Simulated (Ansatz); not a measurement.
# Ru3C2: one candidate structure, part 2 of 2

Aim: relax Ru3C2 from this start, A-type sesquioxide type (P-3m1, No. 164), and see where it ends.

Ansatz 0.2.0; DFT PBE, scalar-relativistic, plane waves, PAW. Earlier steps stand in the parts before.

## Step 4: Relaxing cell and atoms

input.yaml reads:

```yaml
crystal:
  lattice:
    - [3.2289684808, 0.0, 0.0]
    - [-1.6144842404, 2.7963687324, 0.0]
    - [0.0, 0.0, 6.2063787461]
  atoms:
    - { symbol: Ru, position: [0.0, 0.0, 0.0] }
    - { symbol: Ru, position: [0.3333333333, 0.6666666667, 0.673740394] }
    - { symbol: Ru, position: [0.6666666667, 0.3333333333, 0.326259606] }
    - { symbol: C, position: [0.3333333333, 0.6666666667, 0.219736641] }
    - { symbol: C, position: [0.6666666667, 0.3333333333, 0.780263359] }
basis:
  ecutwfc: 420
kpoints:
  mp_grid: { grid: [12, 12, 6] }
hamiltonian:
  xc: pbe
scf:
  occupations: { method: gaussian, width: 0.1 }
output:
  forces: true
  stress: true
  eigenvalues: true
relax:
  adjacent_minimum: "off"
  f_tol: 0.01
  max_steps: 80
  cell: { stress_tol: 0.05 }
```

On the command line:

```sh
$ ansatz run input.yaml --threads 1 --pin off --max-ram 2560MiB --backend cpu --events-out ev --progress --plain --runs-dir out
```

Log:

```text
Warning: RAYON_NUM_THREADS=1 ignored (pool sized by the plan → 1); use --threads N
Engine: ansatz 0.2.0, x86_64-unknown-linux-gnu
Pseudopotentials: kind: paw
Pseudopotential: Ru, paw, valence charge 16, recommended cutoff 420 eV (normal), Ru.paw.azcp
Pseudopotential: C, paw, valence charge 4, recommended cutoff 420 eV (normal), C.paw.azcp
Functional definition: PBE
  parameter kappa = 0.804
  parameter beta = 0.06672455060314922
  exchange = pbe_x(kappa = kappa, mu = beta*pi^2/3)
  correlation = pbe_c(beta = beta)
Crystal: 5 atoms, lattice volume = 56.040 Å³
Basis set: ecut = 420 eV, 1113 PW (Γ), exchange–correlation on 48×48×90 points (8 copies of the dense FFT grid, shifted against one another)
Bands: 34, of which v1, the nominal top of the filled ones, is band 28 counted from 1 (27 counted from 0)
Symmetry: 12 space group operations
Space group: P-3m1 (ITA 164), of the structure as read, at distance tolerance 3.8e-5 Å
k-points: 100 of 864
Non-local potential: Ru, projectors of the file, l = 0: 3, l = 1: 2, l = 2: 2, l = 3: 1
Non-local potential: C, projectors of the file, l = 0: 2, l = 1: 2, l = 2: 1
PAW form: soft (Blöchl's): semilocal exchange-correlation on the pseudo side does not see the compensation charge
PAW one-centre angular grid: Ru, 590 points (default); XC on 64 Gauss nodes
PAW one-centre angular grid: C, 110 points (default); XC on 64 Gauss nodes
Initial density: superposition of atomic densities (neutral atoms: chi_scale 0, normalization atom), corrected by the library's trained network
Initial wavefunctions: pseudopotential atomic-orbital guess
Functional: x = pbe(κ = 0.804, μ = 0.2195149727645171), c = pbe(β = 0.06672455060314922)
SCF iter   1: F=—  HF=-18135.703409 eV  |F-HF|=—  |Δ(HF+E_count)|=         —  Δρ=1.36e-2  dr2=5.45e-2  ethr=1.77e-3  ⟨swp⟩=5.4  Hψ=12379  notcnv=0
preconditioner: auto → Kerker (q_TF=auto, 2.728 Å⁻¹)  [metal: Δε(μ)=0.046 eV  Ē_g=6.992 eV  σ=0.100 eV  W_gap=0.25  n_scr=22 (ndim 8)  ℏωp=28.1 eV  f_vac=0.000  D(μ)=2.48/eV (n_scr^D=22)]
SCF iter   2: F=—  HF=-18135.692141 eV  |F-HF|=—  |Δ(HF+E_count)|=   1.13e-2  Δρ=6.80e-3  dr2=1.82e-2  ethr=9.72e-5  ⟨swp⟩=1.2  Hψ=4221  notcnv=0
SCF iter   3: F=—  HF=-18135.687164 eV  |F-HF|=—  |Δ(HF+E_count)|=   4.98e-3  Δρ=1.13e-3  dr2=1.46e-3  ethr=3.26e-5  ⟨swp⟩=2.2  Hψ=5307  notcnv=0
SCF iter   4: F=—  HF=-18135.686952 eV  |F-HF|=—  |Δ(HF+E_count)|=   2.12e-4  Δρ=2.53e-4  dr2=1.05e-4  ethr=2.61e-6  ⟨swp⟩=2.4  Hψ=5455  notcnv=0
SCF iter   5: F=—  HF=-18135.686939 eV  |F-HF|=—  |Δ(HF+E_count)|=   1.31e-5  Δρ=8.73e-5  dr2=4.22e-6  ethr=1.88e-7  ⟨swp⟩=2.2  Hψ=4680  notcnv=0
SCF iter   6: F=—  HF=-18135.686941 eV  |F-HF|=—  |Δ(HF+E_count)|=   1.55e-6  Δρ=2.49e-5  dr2=4.34e-7  ethr=7.53e-9  ⟨swp⟩=2.2  Hψ=5034  notcnv=0
SCF iter   7: F=-18135.686941 eV  HF=-18135.686941 eV  |F-HF|=5.54e-9  |Δ(HF+E_count)|=  3.64e-10  Δρ=7.75e-6  dr2=2.88e-8  ethr=1.79e-10  ⟨swp⟩=7.7  Hψ=12549  notcnv=0
SCF 1 converged in 7 iterations: F = -18135.686941 eV  dr2 = 2.88e-8
relax step   1: F+E_penalty+E_count = -18135.68694065 eV  Δ(F+E_penalty+E_count) = +0.000e0 eV  max|allowed force component| = 7.096e-2 eV/Å  Δτ_max = 0.0000 Å  P = -0.030 GPa  Ω = 56.040 Å³  (7 SCF iters, dr2 threshold 1.00e-7 eV, accepted)
Crystal: 5 atoms, lattice volume = 55.981 Å³
Basis set: ecut = 420 eV, 1089 PW (Γ), exchange–correlation on 48×48×90 points (8 copies of the dense FFT grid, shifted against one another)
Initial density: handed on by an earlier stage of this run
Initial wavefunctions: those handed on with the density
iter 1 solved again at ethr=2.23e-6 eV; its pass at ethr=3.10e-3 eV (dr2=1.25e-3 eV) is discarded
SCF iter   1: F=—  HF=-18135.687592 eV  |F-HF|=—  |Δ(HF+E_count)|=         —  Δρ=1.01e-3  dr2=1.21e-3  ethr=2.23e-6  ⟨swp⟩=2.0  Hψ=14441  notcnv=0
preconditioner: auto → Kerker (q_TF=auto, 2.728 Å⁻¹)  [metal: Δε(μ)=0.041 eV  Ē_g=6.996 eV  σ=0.100 eV  W_gap=0.22  n_scr=22 (ndim 8)  ℏωp=28.1 eV  f_vac=0.000  D(μ)=2.53/eV (n_scr^D=22)]
SCF iter   2: F=—  HF=-18135.687536 eV  |F-HF|=—  |Δ(HF+E_count)|=   5.57e-5  Δρ=4.66e-4  dr2=3.15e-4  ethr=2.15e-6  ⟨swp⟩=1.0  Hψ=3400  notcnv=0
SCF iter   3: F=—  HF=-18135.687513 eV  |F-HF|=—  |Δ(HF+E_count)|=   2.30e-5  Δρ=9.13e-5  dr2=2.00e-5  ethr=5.62e-7  ⟨swp⟩=1.0  Hψ=3400  notcnv=0
SCF iter   4: F=—  HF=-18135.687510 eV  |F-HF|=—  |Δ(HF+E_count)|=   3.38e-6  Δρ=3.49e-5  dr2=1.11e-6  ethr=3.57e-8  ⟨swp⟩=2.0  Hψ=3700  notcnv=0
iter 5 did not close the SCF: its close was put off for the readings that it lacked (scf_convergence_deferred on its scf_iter line)
SCF iter   5: F=-18135.687510 eV  HF=-18135.687510 eV  |F-HF|=1.21e-7  |Δ(HF+E_count)|=   3.16e-7  Δρ=1.37e-5  dr2=1.72e-7  ethr=1.99e-9  ⟨swp⟩=2.0  Hψ=4786  notcnv=0
SCF iter   6: F=-18135.687510 eV  HF=-18135.687510 eV  |F-HF|=1.71e-9  |Δ(HF+E_count)|=   2.85e-8  Δρ=3.37e-6  dr2=6.49e-9  ethr=3.08e-10  ⟨swp⟩=2.2  Hψ=11828  notcnv=0
SCF 2 converged in 6 iterations: F = -18135.687510 eV  dr2 = 6.49e-9
relax step   2: F+E_penalty+E_count = -18135.68750963 eV  Δ(F+E_penalty+E_count) = -5.690e-4 eV  max|allowed force component| = 4.303e-2 eV/Å  Δτ_max = 0.0029 Å  P = +0.091 GPa  Ω = 55.981 Å³  energy of the carried Pulay correction = +8.586e-5 eV  (6 SCF iters, dr2 threshold 3.15e-7 eV, accepted)
Crystal: 5 atoms, lattice volume = 56.028 Å³
iter 1 solved again at ethr=4.38e-7 eV; its pass at ethr=3.10e-3 eV (dr2=2.45e-4 eV) is discarded
SCF iter   1: F=—  HF=-18135.687668 eV  |F-HF|=—  |Δ(HF+E_count)|=         —  Δρ=9.98e-4  dr2=2.50e-4  ethr=4.38e-7  ⟨swp⟩=2.5  Hψ=14258  notcnv=0
preconditioner: auto → Kerker (q_TF=auto, 2.728 Å⁻¹)  [metal: Δε(μ)=0.034 eV  Ē_g=6.984 eV  σ=0.100 eV  W_gap=0.19  n_scr=22 (ndim 8)  ℏωp=28.1 eV  f_vac=0.000  D(μ)=2.53/eV (n_scr^D=22)]
SCF iter   2: F=—  HF=-18135.687632 eV  |F-HF|=—  |Δ(HF+E_count)|=   3.62e-5  Δρ=5.15e-4  dr2=6.36e-5  ethr=4.38e-7  ⟨swp⟩=1.0  Hψ=3400  notcnv=0
SCF iter   3: F=—  HF=-18135.687616 eV  |F-HF|=—  |Δ(HF+E_count)|=   1.64e-5  Δρ=6.85e-5  dr2=2.83e-6  ethr=1.14e-7  ⟨swp⟩=2.0  Hψ=4217  notcnv=0
SCF iter   4: F=—  HF=-18135.687615 eV  |F-HF|=—  |Δ(HF+E_count)|=   5.45e-7  Δρ=1.83e-5  dr2=1.57e-7  ethr=5.06e-9  ⟨swp⟩=2.1  Hψ=4921  notcnv=0
iter 5 did not close the SCF: its close was put off for the readings that it lacked (scf_convergence_deferred on its scf_iter line)
SCF iter   5: F=-18135.687615 eV  HF=-18135.687615 eV  |F-HF|=4.39e-9  |Δ(HF+E_count)|=   8.36e-9  Δρ=4.56e-6  dr2=1.50e-8  ethr=2.79e-10  ⟨swp⟩=1.2  Hψ=3441  notcnv=0
SCF iter   6: F=-18135.687615 eV  HF=-18135.687615 eV  |F-HF|=9.20e-10  |Δ(HF+E_count)|=   1.13e-9  Δρ=1.46e-6  dr2=2.02e-9  ethr=2.67e-11  ⟨swp⟩=1.9  Hψ=10288  notcnv=0
SCF 3 converged in 6 iterations: F = -18135.687615 eV  dr2 = 2.02e-9
relax step   3: F+E_penalty+E_count = -18135.68761514 eV  Δ(F+E_penalty+E_count) = -1.055e-4 eV  max|allowed force component| = 1.775e-2 eV/Å  Δτ_max = 0.0074 Å  P = -0.294 GPa  Ω = 56.028 Å³  energy of the carried Pulay correction = +1.707e-5 eV  (6 SCF iters, dr2 threshold 1.16e-7 eV, accepted)
Crystal: 5 atoms, lattice volume = 55.975 Å³
iter 1 solved again at ethr=1.29e-7 eV; its pass at ethr=3.10e-3 eV (dr2=7.25e-5 eV) is discarded
SCF iter   1: F=—  HF=-18135.687787 eV  |F-HF|=—  |Δ(HF+E_count)|=         —  Δρ=3.29e-4  dr2=6.96e-5  ethr=1.29e-7  ⟨swp⟩=2.0  Hψ=15174  notcnv=0
preconditioner: auto → Kerker (q_TF=auto, 2.729 Å⁻¹)  [metal: Δε(μ)=0.035 eV  Ē_g=6.994 eV  σ=0.100 eV  W_gap=0.19  n_scr=22 (ndim 8)  ℏωp=28.1 eV  f_vac=0.000  D(μ)=2.53/eV (n_scr^D=22)]
SCF iter   2: F=—  HF=-18135.687778 eV  |F-HF|=—  |Δ(HF+E_count)|=   9.06e-6  Δρ=1.58e-4  dr2=1.59e-5  ethr=1.24e-7  ⟨swp⟩=1.8  Hψ=3530  notcnv=0
SCF iter   3: F=—  HF=-18135.687774 eV  |F-HF|=—  |Δ(HF+E_count)|=   4.18e-6  Δρ=2.53e-5  dr2=4.85e-7  ethr=2.83e-8  ⟨swp⟩=2.0  Hψ=3962  notcnv=0
iter 4 did not close the SCF: its close was put off for the readings that it lacked (scf_convergence_deferred on its scf_iter line)
SCF iter   4: F=-18135.687774 eV  HF=-18135.687774 eV  |F-HF|=4.19e-9  |Δ(HF+E_count)|=   1.69e-7  Δρ=5.35e-6  dr2=1.21e-8  ethr=8.67e-10  ⟨swp⟩=2.0  Hψ=4018  notcnv=0
iter 5 did not close the SCF: its close was put off for the readings that it lacked (scf_convergence_deferred on its scf_iter line)
SCF iter   5: F=-18135.687774 eV  HF=-18135.687774 eV  |F-HF|=7.28e-10  |Δ(HF+E_count)|=   2.14e-9  Δρ=1.33e-6  dr2=1.40e-9  ethr=2.16e-11  ⟨swp⟩=2.0  Hψ=6193  notcnv=0
SCF iter   6: F=-18135.687774 eV  HF=-18135.687774 eV  |F-HF|=1.27e-10  |Δ(HF+E_count)|=  6.18e-11  Δρ=4.45e-7  dr2=2.21e-10  ethr=2.50e-12  ⟨swp⟩=1.0  Hψ=7707  notcnv=0
SCF 4 converged in 6 iterations: F = -18135.687774 eV  dr2 = 2.21e-10
relax step   4: F+E_penalty+E_count = -18135.68777385 eV  Δ(F+E_penalty+E_count) = -1.587e-4 eV  max|allowed force component| = 2.255e-3 eV/Å  Δτ_max = 0.0008 Å  P = +0.065 GPa  Ω = 55.975 Å³  energy of the carried Pulay correction = +9.563e-5 eV  (6 SCF iters, dr2 threshold 3.67e-7 eV, accepted)
Crystal: 5 atoms, lattice volume = 55.989 Å³
iter 1 solved again at ethr=6.74e-9 eV; its pass at ethr=3.10e-3 eV (dr2=3.78e-6 eV) is discarded
SCF iter   1: F=—  HF=-18135.687755 eV  |F-HF|=—  |Δ(HF+E_count)|=         —  Δρ=7.76e-5  dr2=3.54e-6  ethr=6.74e-9  ⟨swp⟩=2.6  Hψ=15027  notcnv=0
preconditioner: auto → Kerker (q_TF=auto, 2.728 Å⁻¹)  [metal: Δε(μ)=0.036 eV  Ē_g=6.992 eV  σ=0.100 eV  W_gap=0.19  n_scr=22 (ndim 8)  ℏωp=28.1 eV  f_vac=0.000  D(μ)=2.53/eV (n_scr^D=22)]
SCF iter   2: F=—  HF=-18135.687757 eV  |F-HF|=—  |Δ(HF+E_count)|=   1.08e-6  Δρ=3.68e-5  dr2=7.74e-7  ethr=6.32e-9  ⟨swp⟩=1.7  Hψ=3488  notcnv=0
SCF iter   3: F=—  HF=-18135.687756 eV  |F-HF|=—  |Δ(HF+E_count)|=   1.79e-7  Δρ=4.89e-6  dr2=1.58e-8  ethr=1.38e-9  ⟨swp⟩=2.0  Hψ=4140  notcnv=0
iter 4 did not close the SCF: its close was put off for the readings that it lacked (scf_convergence_deferred on its scf_iter line)
SCF iter   4: F=-18135.687756 eV  HF=-18135.687756 eV  |F-HF|=3.49e-10  |Δ(HF+E_count)|=   3.26e-9  Δρ=1.06e-6  dr2=5.14e-10  ethr=2.82e-11  ⟨swp⟩=2.0  Hψ=4195  notcnv=0
iter 5 did not close the SCF: its close was put off for the readings that it lacked (scf_convergence_deferred on its scf_iter line)
SCF iter   5: F=-18135.687756 eV  HF=-18135.687756 eV  |F-HF|=6.55e-11  |Δ(HF+E_count)|=  7.28e-11  Δρ=2.13e-7  dr2=7.55e-11  ethr=1.00e-12  ⟨swp⟩=2.0  Hψ=5283  notcnv=0
SCF iter   6: F=-18135.687756 eV  HF=-18135.687756 eV  |F-HF|=0.00e0  |Δ(HF+E_count)|=  7.28e-12  Δρ=5.52e-8  dr2=5.05e-12  ethr=1.00e-12  ⟨swp⟩=1.6  Hψ=7360  notcnv=0
SCF 5 converged in 6 iterations: F = -18135.687756 eV  dr2 = 5.05e-12
relax step   5: F+E_penalty+E_count = -18135.68775636 eV  Δ(F+E_penalty+E_count) = +1.749e-5 eV  max|allowed force component| = 2.933e-4 eV/Å  Δτ_max = 0.0003 Å  P = -0.004 GPa  Ω = 55.989 Å³  energy of the carried Pulay correction = +7.520e-5 eV  (6 SCF iters, dr2 threshold 1.08e-8 eV, accepted)
Initial wavefunctions: pseudopotential atomic-orbital guess (no wavefunctions were taken with the density)
iter 1 solved again at ethr=1.74e-7 eV; its pass at ethr=3.10e-3 eV (dr2=9.74e-5 eV) is discarded
SCF iter   1: F=—  HF=-18135.687674 eV  |F-HF|=—  |Δ(HF+E_count)|=         —  Δρ=7.31e-6  dr2=4.59e-9  ethr=1.74e-7  ⟨swp⟩=3.0  Hψ=20413  notcnv=0
eigensolver tolerance schedule: the retry pair's looser diagonalisation over-reported the residual by 21241.38 of it (diagonalisation noise at an unbounded share of the residual, at the tolerance the schedule requests for it); recorded, not acted on — ethr = c·dr2/N_el stays at c = 1.0e-1
SCF iter   2: F=—  HF=-18135.687674 eV  |F-HF|=—  |Δ(HF+E_count)|=   3.60e-7  Δρ=3.78e-6  dr2=1.19e-9  ethr=8.19e-12  ⟨swp⟩=3.3  Hψ=8926  notcnv=0
iter 3 did not close the SCF: its close was put off for the readings that it lacked (scf_convergence_deferred on its scf_iter line)
SCF iter   3: F=-18135.687674 eV  HF=-18135.687674 eV  |F-HF|=7.28e-11  |Δ(HF+E_count)|=   2.02e-9  Δρ=6.82e-7  dr2=4.58e-11  ethr=2.13e-12  ⟨swp⟩=2.7  Hψ=6062  notcnv=0
iter 4 did not close the SCF: its close was put off for the readings that it lacked (scf_convergence_deferred on its scf_iter line)
SCF iter   4: F=-18135.687674 eV  HF=-18135.687674 eV  |F-HF|=7.28e-12  |Δ(HF+E_count)|=  7.28e-11  Δρ=1.63e-7  dr2=4.87e-12  ethr=1.00e-12  ⟨swp⟩=1.0  Hψ=3400  notcnv=0
iter 5 did not close the SCF: its close was put off for the readings that it lacked (scf_convergence_deferred on its scf_iter line)
SCF iter   5: F=-18135.687674 eV  HF=-18135.687674 eV  |F-HF|=3.64e-12  |Δ(HF+E_count)|=  7.28e-12  Δρ=1.50e-8  dr2=1.37e-13  ethr=1.00e-12  ⟨swp⟩=1.0  Hψ=3400  notcnv=0
iter 6 did not close the SCF: its close was put off for the readings that it lacked (scf_convergence_deferred on its scf_iter line)
SCF iter   6: F=-18135.687674 eV  HF=-18135.687674 eV  |F-HF|=3.64e-12  |Δ(HF+E_count)|=    0.00e0  Δρ=5.24e-9  dr2=4.53e-14  ethr=1.00e-12  ⟨swp⟩=1.0  Hψ=3400  notcnv=0
SCF iter   7: F=-18135.687674 eV  HF=-18135.687674 eV  |F-HF|=0.00e0  |Δ(HF+E_count)|=    0.00e0  Δρ=4.00e-9  dr2=1.12e-14  ethr=1.00e-12  ⟨swp⟩=1.6  Hψ=7509  notcnv=0
SCF 6 converged in 7 iterations: F = -18135.687674 eV  dr2 = 1.12e-14
relax step   6: F+E_penalty+E_count = -18135.68767448 eV  Δ(F+E_penalty+E_count) = +8.188e-5 eV  max|allowed force component| = 3.040e-4 eV/Å  Δτ_max = 0.0000 Å  P = -0.005 GPa  Ω = 55.989 Å³  stress off target by 2.70e-2 GPa  SCF on the basis re-selected at this cell (its energy is not comparable with the rows above)  (7 SCF iters)
basis re-selected at this cell: Δ(F+E_penalty+E_count) = +8.188e-5 eV, ΔP = -0.001 GPa vs the last step (what re-selecting the basis moved, of the pressure what is left beyond the Pulay correction that the steps carried, after the strain that the cell walked since its last selection, with what the two solves' SCF thresholds leave and, on support functions, any second-order correction that the steps lacked; it is no measure of the basis error at this ecutwfc). This SCF's stress stands 2.70e-2 GPa from its target on what of the cell is left free (relax.cell.stress_tol is 5.00e-2 GPa) and its largest allowed force component is 3.04e-4 eV/Å (relax.f_tol is 1.00e-2 eV/Å): within both
SCF converged after 7 iterations
Free energy (F): -18135.687674 eV
Harris-Foulkes:  -18135.687674 eV  (|F-HF|=0.00e0)
Internal energy: -18135.675019 eV  (E = F + TS)
E sigma→0 (E₀):  -18135.681347 eV
Entropy (-TS):   -0.012656 eV (-2.531 meV/atom)
Fermi energy:    19.943447 eV
--- Per-component energies (eV) ---
  E_band       = -248.425375
  E_kinetic    = 1721.362379
  E_local      = -4510.098247  (includes V_loc(G=0)·N_el)
  E_nonlocal   = 1088.114410
  E_hartree    = 1483.815881
  E_xc         = -666.833352
  E_vxc        = -835.687926  (∫ρ·V_xc dr)
  E_paw        = -10581.773406  (= ΣΔE_a)
  E_vpaw       = -679.747264  (= ΣTr[D̂ρ^β])
  E_aug_tail   = -0.000489  (compensation charges beyond the density's cutoff)
  E_ewald      = -6670.262193
  E_smearing   = -0.012656  (= −TS)
  E_closure    = 0.000000  (closes the sum)
  Σ components = -18135.687674   (vs F -18135.687674, Δ=0.00e0)
--- Forces (eV/Å), atoms counted from 1 ---
  atom   1  Ru     0.00000000     0.00000000     0.00000000
  atom   2  Ru     0.00000000    -0.00000000     0.00003697
  atom   3  Ru    -0.00000000     0.00000000    -0.00003697
  atom   4  C      0.00000000    -0.00000000    -0.00030405
  atom   5  C     -0.00000000     0.00000000     0.00030405
  max |Σ_I F_I| component: 1.85e-17 eV/Å
--- Stress (GPa, compression-positive) ---
        0.005265      -0.000000      -0.000000
       -0.000000       0.005265       0.000000
       -0.000000       0.000000      -0.026979
  P = ⅓ Tr σ = -0.0055 GPa (-0.055 kbar)
--- Band table (eV; the first three rows and the last of 100) ---
  k-point 0: bands = ["-53.1263", "-53.0638", "-52.9971", "-23.2939", "-23.1976", "-23.1976", "-23.1573", "-23.1573", "-23.1269", "-22.9353", "-22.9353", "-22.7328", "6.3156", "7.7667", "12.3825", "13.4110", "13.4110", "13.9133", "13.9133", "15.2301", "15.9960", "15.9960", "17.6100", "18.5036", "18.7419", "18.7419", "18.9815", "18.9815", "19.5153", "19.5153", "22.3521", "23.3396", "24.3302", "24.3302"]
  k-point 1: bands = ["-53.1231", "-53.0696", "-52.9945", "-23.3236", "-23.2031", "-23.2031", "-23.1505", "-23.1505", "-23.0783", "-22.9366", "-22.9366", "-22.7518", "6.3801", "7.6862", "12.3213", "13.3136", "13.3136", "14.0427", "14.0427", "15.3666", "16.0968", "16.0968", "17.5916", "18.4030", "18.4030", "18.4122", "18.6514", "18.6514", "20.0488", "20.0488", "22.5379", "23.4512", "24.4883", "24.4883"]
  k-point 2: bands = ["-53.1144", "-53.0829", "-52.9899", "-23.3629", "-23.2113", "-23.2113", "-23.1397", "-23.1397", "-22.9848", "-22.9393", "-22.9393", "-22.8062", "6.5405", "7.4933", "12.2145", "13.1841", "13.1841", "14.2402", "14.2402", "15.6242", "16.3743", "16.3743", "17.6272", "17.7066", "17.7066", "18.1632", "18.4612", "18.4612", "20.5938", "20.5938", "22.9015", "23.7697", "24.8631", "24.8631"]
  k-point 99: bands = ["-53.0707", "-53.0707", "-53.0060", "-23.4375", "-23.3666", "-23.3666", "-23.2145", "-23.0774", "-23.0774", "-23.0034", "-22.8810", "-22.8810", "8.1508", "8.1508", "13.3839", "14.1041", "14.1041", "14.4639", "14.6069", "14.6069", "16.1042", "17.1069", "17.2621", "17.2621", "18.4273", "18.4273", "19.0330", "19.7603", "21.0642", "21.0642", "22.2041", "22.2041", "22.4350", "23.2225"]
--- Relaxed structure (5 steps of the walk, 5 accepted, 1 SCFs on fresh bases) ---
  F+E_penalty+E_count = -18135.68767448 eV   max|allowed force component| = 3.040e-4 eV/Å   (the final SCF, on the basis selected at the relaxed cell)
  cell:  # Å, volume = 55.9885 Å³
    - [3.226101420972696, 8.66704091120422e-33, -4.766872501162321e-33]
    - [-1.613050710486348, 2.7938857857474306, -7.045822490375833e-33]
    - [-9.162373789790109e-33, -2.0927694678952407e-32, 6.211725316834383]
  atoms:
    - { symbol: Ru, position: [-2.175517857210047e-34, 2.295751059907493e-36, -1.3975327215301537e-20] }
    - { symbol: Ru, position: [0.3333333333333333, 0.6666666666666666, 0.6735783793836563] }
    - { symbol: Ru, position: [0.6666666666666666, 0.3333333333333333, 0.3264216206163438] }
    - { symbol: C, position: [0.3333333333333333, 0.6666666666666666, 0.2182655752509776] }
    - { symbol: C, position: [0.6666666666666666, 0.3333333333333333, 0.7817344247490224] }
```

Wall time 2.2 min (1 thread of Intel Xeon at 2.50GHz (Skylake/Cascade Lake), shared host); peak memory 0.46 GiB.

Step by step:

```csv
step,energy from step 1 (eV/cell),largest force component (eV/Å),pressure (GPa),volume (Å³)
1,0.0000,0.0710,-0.03,56.04
2,-0.0006,0.0430,0.09,55.98
3,-0.0007,0.0177,-0.29,56.03
4,-0.0008,0.0023,0.07,55.97
5,-0.0008,0.0003,0.00,55.99
6,-0.0007,0.0003,-0.01,55.99
```

Step 1 is the start. Step 6 repeats the geometry before it on a plane-wave basis chosen anew for that cell, so its energy need not be comparable with the rows above.

|  | before | after | change |
| --- | --- | --- | --- |
| a (Å) | 3.229 | 3.226 | -0.1 % |
| b (Å) | 3.229 | 3.226 | -0.1 % |
| c (Å) | 6.206 | 6.212 | +0.1 % |
| volume (Å³/atom) | 11.21 | 11.20 | -0.1 % |
| shortest distance (Å) | 1.978 | 1.980 | +0.1 % |
| space group (0.01 Å) | P-3m1 | P-3m1 | same |

Forces and stress were held to the start's 12 operations: a distortion of lower symmetry was not tested.

## Step 5: Results

What follows sums up all 2 parts. Changes of volume or cell count from the first structure of part 1.

Formation energies count from the elements, computed with the same settings in runs not shown here.

```
                          quantity                                                                       value
                              cell  a = 3.226 Å, b = 3.226 Å, c = 6.212 Å, α = 90.00°, β = 90.00°, γ = 120.00°
                       space group                                                             P-3m1 (No. 164)
                            volume                                                               11.20 Å³/atom
                   gap on the mesh                                                                none (metal)
formation energy from the elements                                                              +0.456 eV/atom
```

What this shows: The space group stayed P-3m1, and from the first guess the volume went from 10.57 to 11.20 Å³/atom. The formation energy of +0.46 eV/atom is positive, so the elements lie lower than this structure; another structure of the compound can lie lower.
